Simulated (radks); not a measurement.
# Ni³⁺ in [Ar] 3d6 4d1: an all-electron calculation

What are the levels of the nickel ion Ni3+, how large are its shells, and how does its energy divide?

Program: radks (a radial shooting solver on a logarithmic mesh, Libxc functionals) version 1. Level of theory: scalar-relativistic Kohn-Sham, r2SCAN, spin-unpolarised, spherical densities, finite nucleus. These are calculated values, not measurements, unless marked.

## Step 1: The atom as given

| Property | Result |
| --- | --- |
| element | nickel (Z = 28) |
| charge | +3 |
| electrons | 25 |
| configuration | [Ar] 3d6 4d1 |
| nuclear rms radius | 3.7757 fm |

Outer shells as boxes (Hund's rule):

Ni³⁺
```
[Ar] core
3d [↑↓][↑ ][↑ ][↑ ][↑ ]
4d [↑ ][  ][  ][  ][  ]
```

## Step 2: Self-consistent calculation

Input:

```text
Z 28
configuration [Ar] 3d6 4d1
relativity scalar-relativistic
functional r2scan,r2scan
spin unpolarised
nucleus finite rms 3.7757 fm
c 137.035999084
```

Started as:

```sh
$ python run_ks.py task.json out
```

This one command runs every case of the session in turn.

**Question.** What will this run give?

**Answer**, as computed:

| quantity | value |
| --- | --- |
| total energy | -1517.04968 hartree |
| exchange-correlation share of it | 4.07 % |
| −T/E | 1.0140 |
| highest occupied level | 4d, -17.759 eV |
| most extended occupied level | 4d, <r> = 3.20 bohr |
| radius at density 0.001 e/bohr³ | 4.12 bohr |
| maxima of the radial density | 3 |

4 principal shells are occupied and 3 maxima appear in the radial density; where shells overlap, one shows as a shoulder or not at all. −T/E is 1.014: with relativity the kinetic term as defined here no longer equals −E. This is not the tabulated ground configuration, so its levels and sizes aren't those of the ground state, and no measured value stands beside it.
